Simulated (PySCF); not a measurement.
# Ti, Ti+: ionisation energy in def2-TZVP

Each state of titanium is computed at each level; their differences give the ionisation energy. How far do the methods differ?

The numbers are computed with PySCF 2.14.0 (unrestricted determinants in a Gaussian basis, no spin-orbit coupling in the energies), except any that are marked as measured or tabulated.

## (1) The system

| Property | Result |
| --- | --- |
| Element | titanium (Z = 22) |
| Basis | def2-TZVP |
| Hamiltonian | the non-relativistic Hamiltonian (point nucleus) |
| State 1 | Ti: [Ar] 3d2 4s2, high-spin 3F determinant |
| State 2 | Ti+: [Ar] 3d2 4s1, high-spin 4F determinant |
| Methods | UHF, r2SCAN, PBE, MP2 |
| Core shells frozen in the correlated runs | valence: [Ar] (for Ti) |

The outer shells:

Ti [Ar] 3d2 4s2
```
[Ar] core
3d [↑ ][↑ ][  ][  ][  ]
4s [↑↓]
```

Ti+ [Ar] 3d2 4s1
```
[Ar] core
3d [↑ ][↑ ][  ][  ][  ]
4s [↑ ]
```

One driver process ran all states and methods and kept the integrals in memory. Each run is shown as a PySCF script that sums up its settings (the driver passes frozen orbitals as a list and adds second-order terms of double hybrids); the logs are those of the runs themselves. The driver starts from symmetry-adapted Hartree-Fock orbitals, holds the occupation by maximum overlap and uses a logarithmic radial grid for functionals, so a plain start would take other cycles.

The driver's launch:

```bash
$ OMP_NUM_THREADS=1 python atomrun2.py TASK.json OUT
```

The integrals over 45 functions and the set-up took 0.1 s of CPU time.

## (2) Ti, method by method

Level: UHF.

File input.py:

```python
from pyscf import gto, scf, dft, mp, cc
import basis_set_exchange as bse
mol = gto.M(atom="Ti 0 0 0", charge=0, spin=2, symmetry="D2h",
            basis=gto.basis.parse(bse.get_basis("def2-TZVP", elements=["Ti"], fmt="nwchem", header=False)))
mf = scf.UHF(mol)
mf.irrep_nelec = {'Ag': (5, 4), 'B1g': (1, 0), 'B1u': (2, 2), 'B2u': (2, 2), 'B3u': (2, 2)}
mf.kernel()
```

The log of the run:

```text
damping factor = 0
level_shift factor = 0
DIIS = <class 'pyscf.scf.diis.CDIIS'>
diis_start_cycle = 1
diis_space = 10
diis_damp = 0
SCF conv_tol = 1e-09
SCF conv_tol_grad = None
number electrons alpha = 12  beta = 10
cycle= 1 E= -848.394513764994  delta_E= -0.00386  |g|= 0.0173  |ddm|= 0.0412
cycle= 2 E= -848.394613278531  delta_E= -9.95e-05  |g|= 0.00288  |ddm|= 0.00687
cycle= 3 E= -848.39461642095  delta_E= -3.14e-06  |g|= 0.000152  |ddm|= 0.00171
cycle= 4 E= -848.394616462214  delta_E= -4.13e-08  |g|= 6.56e-05  |ddm|= 0.000512
cycle= 5 E= -848.394616466991  delta_E= -4.78e-09  |g|= 1.65e-05  |ddm|= 0.000241
cycle= 6 E= -848.394616467406  delta_E= -4.15e-10  |g|= 2.35e-06  |ddm|= 9.65e-05
converged SCF energy = -848.394616467406  <S^2> = 2.0073215  2S+1 = 3.004877
```

Time after the integrals: 0.17 s (1 thread of Neoverse-V2, shared host).

The occupied shells:

```csv
shell,electrons,mean orbital energy (eV),spread (eV),rms radius (bohr)
1s α,1,-4987.1,0,0.0812
1s β,1,-4987.1,0,0.0812
2s α,1,-583.41,0,0.353
2s β,1,-582.50,0,0.353
2p α,3,-484.58,0,0.321
2p β,3,-483.67,0,0.321
3s α,1,-79.934,0,1.09
3s β,1,-76.469,0,1.09
3p α,3,-51.017,0,1.19
3p β,3,-46.742,0,1.19
3d α,2,-12.114,0,1.65
4s α,1,-6.320,0,4.06
4s β,1,-5.718,0,4.06
```

⟨S²⟩ = 2.007, ⟨L²⟩ = 12.03.

Level: r2SCAN.

Changes to input.py:

```diff
@@ -4,3 +4,3 @@
             basis=gto.basis.parse(bse.get_basis("def2-TZVP", elements=["Ti"], fmt="nwchem", header=False)))
-mf = scf.UHF(mol)
+mf = dft.UKS(mol, xc="R2SCAN")
 mf.irrep_nelec = {'Ag': (5, 4), 'B1g': (1, 0), 'B1u': (2, 2), 'B2u': (2, 2), 'B3u': (2, 2)}
```

The log of the run:

```text
damping factor = 0
level_shift factor = 0
DIIS = <class 'pyscf.scf.diis.CDIIS'>
diis_start_cycle = 1
diis_space = 10
diis_damp = 0
SCF conv_tol = 1e-09
SCF conv_tol_grad = None
number electrons alpha = 12  beta = 10
XC functionals = R2SCAN
    J. W. Furness, A. D. Kaplan, J. Ning, J. P. Perdew, and J. Sun.,  J. Phys. Chem. Lett. 11, 8208-8215 (2020)
    J. W. Furness, A. D. Kaplan, J. Ning, J. P. Perdew, and J. Sun.,  J. Phys. Chem. Lett. 11, 9248-9248 (2020)
    J. W. Furness, A. D. Kaplan, J. Ning, J. P. Perdew, and J. Sun.,  J. Phys. Chem. Lett. 11, 8208-8215 (2020)
    J. W. Furness, A. D. Kaplan, J. Ning, J. P. Perdew, and J. Sun.,  J. Phys. Chem. Lett. 11, 9248-9248 (2020)
cycle= 1 E= -849.297595173089  delta_E= -0.00729  |g|= 0.015  |ddm|= 0.265
cycle= 2 E= -849.297675361084  delta_E= -8.02e-05  |g|= 0.0107  |ddm|= 0.0696
cycle= 3 E= -849.297717204107  delta_E= -4.18e-05  |g|= 0.00219  |ddm|= 0.0126
cycle= 4 E= -849.297720265292  delta_E= -3.06e-06  |g|= 0.000207  |ddm|= 0.0115
cycle= 5 E= -849.297720420096  delta_E= -1.55e-07  |g|= 4.52e-05  |ddm|= 0.00328
cycle= 6 E= -849.29772043135  delta_E= -1.13e-08  |g|= 2.74e-06  |ddm|= 0.00114
cycle= 7 E= -849.297720431359  delta_E= -9.32e-12  |g|= 3.4e-07  |ddm|= 2.01e-05
converged SCF energy = -849.297720431359  <S^2> = 2.0112685  2S+1 = 3.0075029
```

It took 1.6 s on 1 thread of Neoverse-V2, shared host, the integrals not counted.

Level: PBE.

Changes to input.py:

```diff
@@ -4,3 +4,3 @@
             basis=gto.basis.parse(bse.get_basis("def2-TZVP", elements=["Ti"], fmt="nwchem", header=False)))
-mf = dft.UKS(mol, xc="R2SCAN")
+mf = dft.UKS(mol, xc="PBE")
 mf.irrep_nelec = {'Ag': (5, 4), 'B1g': (1, 0), 'B1u': (2, 2), 'B2u': (2, 2), 'B3u': (2, 2)}
```

The log of the run:

```text
damping factor = 0
level_shift factor = 0
DIIS = <class 'pyscf.scf.diis.CDIIS'>
diis_start_cycle = 1
diis_space = 10
diis_damp = 0
SCF conv_tol = 1e-09
SCF conv_tol_grad = None
number electrons alpha = 12  beta = 10
XC functionals = PBE
    J. P. Perdew, K. Burke, and M. Ernzerhof.,  Phys. Rev. Lett. 77, 3865 (1996)
    J. P. Perdew, K. Burke, and M. Ernzerhof.,  Phys. Rev. Lett. 78, 1396 (1997)
    J. P. Perdew, K. Burke, and M. Ernzerhof.,  Phys. Rev. Lett. 77, 3865 (1996)
    J. P. Perdew, K. Burke, and M. Ernzerhof.,  Phys. Rev. Lett. 78, 1396 (1997)
cycle= 1 E= -849.103600543844  delta_E= -0.00984  |g|= 0.0137  |ddm|= 0.38
cycle= 2 E= -849.103625418099  delta_E= -2.49e-05  |g|= 0.00896  |ddm|= 0.0234
cycle= 3 E= -849.103648387258  delta_E= -2.3e-05  |g|= 0.00252  |ddm|= 0.0104
cycle= 4 E= -849.103650988248  delta_E= -2.6e-06  |g|= 6.89e-05  |ddm|= 0.00468
cycle= 5 E= -849.103650993349  delta_E= -5.1e-09  |g|= 1.03e-05  |ddm|= 0.000312
cycle= 6 E= -849.103650993452  delta_E= -1.04e-10  |g|= 4.54e-07  |ddm|= 4.48e-05
converged SCF energy = -849.103650993452  <S^2> = 2.0026088  2S+1 = 3.0017387
```

Time after the integrals: 0.66 s (1 thread of Neoverse-V2, shared host).

Level: MP2 (valence).

Changes to input.py:

```diff
@@ -4,4 +4,5 @@
             basis=gto.basis.parse(bse.get_basis("def2-TZVP", elements=["Ti"], fmt="nwchem", header=False)))
-mf = dft.UKS(mol, xc="PBE")
+mf = scf.UHF(mol)
 mf.irrep_nelec = {'Ag': (5, 4), 'B1g': (1, 0), 'B1u': (2, 2), 'B2u': (2, 2), 'B3u': (2, 2)}
 mf.kernel()
+mp.UMP2(mf, frozen=9).kernel()
```

The driver printed no log here.

It took 0.02 s on 1 thread of Neoverse-V2, shared host, the integrals not counted.

With 4 electrons correlated, the MP2 correlation energy is -0.03434 hartree (-0.00841 same spin, -0.02592 opposite spin); the SCS form gives -0.03391. Largest pairs of shells: 4s-4s -0.0193, 3d-4s -0.0111, 3d-3d -0.0039.

Radial density 4πr²ρ of Ti at UHF:

```csv
r (bohr),density,spin density
0.000985,0.0831,0.000
0.00166,0.229,0.000
0.00279,0.615,0.000
0.00469,1.60,0.000
0.00788,3.94,0.000
0.0133,8.81,0.000
0.0223,16.8,0.000
0.0375,24.7,0.000
0.0631,24.7,0.000
0.106,19.4,0.001
0.178,25.5,0.024
0.300,23.9,0.163
0.505,8.52,0.648
0.849,10.3,1.261
1.43,5.09,1.055
2.40,1.09,0.368
4.04,0.525,0.029
6.80,0.0727,-0.012
11.4,0.000568,0.000
```

## (3) Ti+

Level: UHF.

File input.py:

```python
from pyscf import gto, scf, dft, mp, cc
import basis_set_exchange as bse
mol = gto.M(atom="Ti 0 0 0", charge=1, spin=3, symmetry="D2h",
            basis=gto.basis.parse(bse.get_basis("def2-TZVP", elements=["Ti"], fmt="nwchem", header=False)))
mf = scf.UHF(mol)
mf.irrep_nelec = {'Ag': (5, 3), 'B1g': (1, 0), 'B1u': (2, 2), 'B2u': (2, 2), 'B3u': (2, 2)}
mf.kernel()
```

The log of the run:

```text
damping factor = 0
level_shift factor = 0
DIIS = <class 'pyscf.scf.diis.CDIIS'>
diis_start_cycle = 1
diis_space = 10
diis_damp = 0
SCF conv_tol = 1e-09
SCF conv_tol_grad = None
number electrons alpha = 12  beta = 9
cycle= 1 E= -848.191307686715  delta_E= -0.0039  |g|= 0.0174  |ddm|= 0.0414
cycle= 2 E= -848.191407638536  delta_E= -0.0001  |g|= 0.00288  |ddm|= 0.00687
cycle= 3 E= -848.191410656384  delta_E= -3.02e-06  |g|= 0.00012  |ddm|= 0.00156
cycle= 4 E= -848.191410676306  delta_E= -1.99e-08  |g|= 4.06e-05  |ddm|= 0.000336
cycle= 5 E= -848.191410677725  delta_E= -1.42e-09  |g|= 1.1e-05  |ddm|= 0.000135
cycle= 6 E= -848.191410677894  delta_E= -1.69e-10  |g|= 1.93e-06  |ddm|= 7.09e-05
converged SCF energy = -848.191410677894  <S^2> = 3.7518911  2S+1 = 4.0009454
```

Time after the integrals: 0.14 s (1 thread of Neoverse-V2, shared host).

The occupied shells:

```csv
shell,electrons,mean orbital energy (eV),spread (eV),rms radius (bohr)
1s α,1,-4994.4,0,0.0812
1s β,1,-4994.3,0,0.0812
2s α,1,-590.65,0,0.353
2s β,1,-589.61,0,0.353
2p α,3,-491.81,0,0.321
2p β,3,-490.85,0,0.321
3s α,1,-87.214,0,1.09
3s β,1,-83.394,0,1.09
3p α,3,-58.253,0,1.18
3p β,3,-53.807,0,1.18
3d α,2,-19.363,0,1.63
4s α,1,-12.947,0,3.52
```

⟨S²⟩ = 3.752, ⟨L²⟩ = 12.03.

Level: r2SCAN.

Changes to input.py:

```diff
@@ -4,3 +4,3 @@
             basis=gto.basis.parse(bse.get_basis("def2-TZVP", elements=["Ti"], fmt="nwchem", header=False)))
-mf = scf.UHF(mol)
+mf = dft.UKS(mol, xc="R2SCAN")
 mf.irrep_nelec = {'Ag': (5, 3), 'B1g': (1, 0), 'B1u': (2, 2), 'B2u': (2, 2), 'B3u': (2, 2)}
```

The log of the run:

```text
damping factor = 0
level_shift factor = 0
DIIS = <class 'pyscf.scf.diis.CDIIS'>
diis_start_cycle = 1
diis_space = 10
diis_damp = 0
SCF conv_tol = 1e-09
SCF conv_tol_grad = None
number electrons alpha = 12  beta = 9
XC functionals = R2SCAN
    J. W. Furness, A. D. Kaplan, J. Ning, J. P. Perdew, and J. Sun.,  J. Phys. Chem. Lett. 11, 8208-8215 (2020)
    J. W. Furness, A. D. Kaplan, J. Ning, J. P. Perdew, and J. Sun.,  J. Phys. Chem. Lett. 11, 9248-9248 (2020)
    J. W. Furness, A. D. Kaplan, J. Ning, J. P. Perdew, and J. Sun.,  J. Phys. Chem. Lett. 11, 8208-8215 (2020)
    J. W. Furness, A. D. Kaplan, J. Ning, J. P. Perdew, and J. Sun.,  J. Phys. Chem. Lett. 11, 9248-9248 (2020)
cycle= 1 E= -849.063621146047  delta_E= -0.00559  |g|= 0.00893  |ddm|= 0.219
cycle= 2 E= -849.063660515861  delta_E= -3.94e-05  |g|= 0.00568  |ddm|= 0.0496
cycle= 3 E= -849.063671367417  delta_E= -1.09e-05  |g|= 0.00103  |ddm|= 0.00708
cycle= 4 E= -849.063672045075  delta_E= -6.78e-07  |g|= 7.24e-05  |ddm|= 0.00621
cycle= 5 E= -849.063672052339  delta_E= -7.26e-09  |g|= 2.46e-06  |ddm|= 0.000807
cycle= 6 E= -849.063672052345  delta_E= -5.57e-12  |g|= 1.42e-07  |ddm|= 2.59e-05
converged SCF energy = -849.063672052345  <S^2> = 3.7506806  2S+1 = 4.0003403
```

It took 1.4 s on 1 thread of Neoverse-V2, shared host, the integrals not counted.

Level: PBE.

Changes to input.py:

```diff
@@ -4,3 +4,3 @@
             basis=gto.basis.parse(bse.get_basis("def2-TZVP", elements=["Ti"], fmt="nwchem", header=False)))
-mf = dft.UKS(mol, xc="R2SCAN")
+mf = dft.UKS(mol, xc="PBE")
 mf.irrep_nelec = {'Ag': (5, 3), 'B1g': (1, 0), 'B1u': (2, 2), 'B2u': (2, 2), 'B3u': (2, 2)}
```

The log of the run:

```text
damping factor = 0
level_shift factor = 0
DIIS = <class 'pyscf.scf.diis.CDIIS'>
diis_start_cycle = 1
diis_space = 10
diis_damp = 0
SCF conv_tol = 1e-09
SCF conv_tol_grad = None
number electrons alpha = 12  beta = 9
XC functionals = PBE
    J. P. Perdew, K. Burke, and M. Ernzerhof.,  Phys. Rev. Lett. 77, 3865 (1996)
    J. P. Perdew, K. Burke, and M. Ernzerhof.,  Phys. Rev. Lett. 78, 1396 (1997)
    J. P. Perdew, K. Burke, and M. Ernzerhof.,  Phys. Rev. Lett. 77, 3865 (1996)
    J. P. Perdew, K. Burke, and M. Ernzerhof.,  Phys. Rev. Lett. 78, 1396 (1997)
cycle= 1 E= -848.858814209188  delta_E= -0.00652  |g|= 0.00906  |ddm|= 0.228
cycle= 2 E= -848.858821840205  delta_E= -7.63e-06  |g|= 0.00647  |ddm|= 0.0277
cycle= 3 E= -848.858834685081  delta_E= -1.28e-05  |g|= 0.00109  |ddm|= 0.0062
cycle= 4 E= -848.85883506199  delta_E= -3.77e-07  |g|= 2.77e-05  |ddm|= 0.00115
cycle= 5 E= -848.858835062244  delta_E= -2.54e-10  |g|= 4.21e-07  |ddm|= 6.86e-05
converged SCF energy = -848.858835062244  <S^2> = 3.7502168  2S+1 = 4.0001084
```

It took 0.57 s on 1 thread of Neoverse-V2, shared host, the integrals not counted.

Level: MP2 (valence).

Changes to input.py:

```diff
@@ -4,4 +4,5 @@
             basis=gto.basis.parse(bse.get_basis("def2-TZVP", elements=["Ti"], fmt="nwchem", header=False)))
-mf = dft.UKS(mol, xc="PBE")
+mf = scf.UHF(mol)
 mf.irrep_nelec = {'Ag': (5, 3), 'B1g': (1, 0), 'B1u': (2, 2), 'B2u': (2, 2), 'B3u': (2, 2)}
 mf.kernel()
+mp.UMP2(mf, frozen=9).kernel()
```

The driver printed no log here.

Time after the integrals: 0.01 s (1 thread of Neoverse-V2, shared host).

With 3 electrons correlated, the MP2 correlation energy is -0.00870 hartree (-0.00870 same spin, 0.00000 opposite spin); the SCS form gives -0.00290. Largest pairs of shells: 3d-4s -0.0049, 3d-3d -0.0038, 4s-4s 0.0000.

Radial density 4πr²ρ of Ti+ at UHF:

```csv
r (bohr),density,spin density
0.000985,0.0831,0.000
0.00166,0.229,0.000
0.00279,0.615,0.000
0.00469,1.60,0.001
0.00788,3.94,0.002
0.0133,8.80,0.003
0.0223,16.8,0.006
0.0375,24.7,0.007
0.0631,24.7,0.002
0.106,19.4,-0.001
0.178,25.5,0.039
0.300,23.9,0.176
0.505,8.52,0.671
0.849,10.3,1.326
1.43,5.09,1.077
2.40,0.905,0.666
4.04,0.263,0.262
6.80,0.0110,0.011
11.4,3.03e-05,0.000
```

## (4) Orbital energies side by side

Highest occupied Hartree-Fock shell of each state: Ti 4s β at -5.718 eV; Ti+ 4s α at -12.947 eV.

## (5) The energy differences

Ionisation energy: Ti [Ar] 3d2 4s2 (3F) → Ti+ [Ar] 3d2 4s1 (4F).

```csv
method,value (eV),error (eV),"CPU time, both states (s)"
UHF,5.530,-1.299,0.31
r2SCAN,6.369,-0.460,3
PBE,6.662,-0.167,1.2
MP2 (valence),6.227,-0.601,0.34
SCS-MP2 (valence),6.373,-0.455,0.34
```

Reference: 6.828 eV (measured; NIST levels, between the centres of gravity of the two terms). Errors of the correlated levels include the incompleteness of this basis.

Times are CPU seconds on a shared host without the integrals; correlated rows include their Hartree-Fock run, whose time holds the symmetry-adapted start and any spin-orbit constants, while functionals begin from orbitals already made.

## (6) Results

| quantity | value |
| --- | --- |
| ionisation energy, Ti | UHF 5.530, MP2 (valence) 6.227 eV; reference 6.828 |

Each level's miss and price (over 1 difference):

```csv
method,mean absolute miss against the measured value (with the measured fine structure taken into account where it is known) (eV),"CPU time, both states (s)"
UHF,1.299,0.31
r2SCAN,0.460,3
PBE,0.167,1.2
MP2 (valence),0.601,0.34
SCS-MP2 (valence),0.455,0.34
```

**Reading.** PBE lands nearest to the measured value (off by 0.17 eV); UHF misses by most (1.30 eV). Hartree-Fock falls short because the species with more electrons holds more correlation energy, which it lacks. PBE is off by -0.17 eV. The basis is finite, and no extrapolation was made. The dearest level timed, r2SCAN, costs 9.7 times the cheapest, UHF, and differs from the measured value (with the measured fine structure taken into account where it is known) by 0.46 against 1.30 eV.
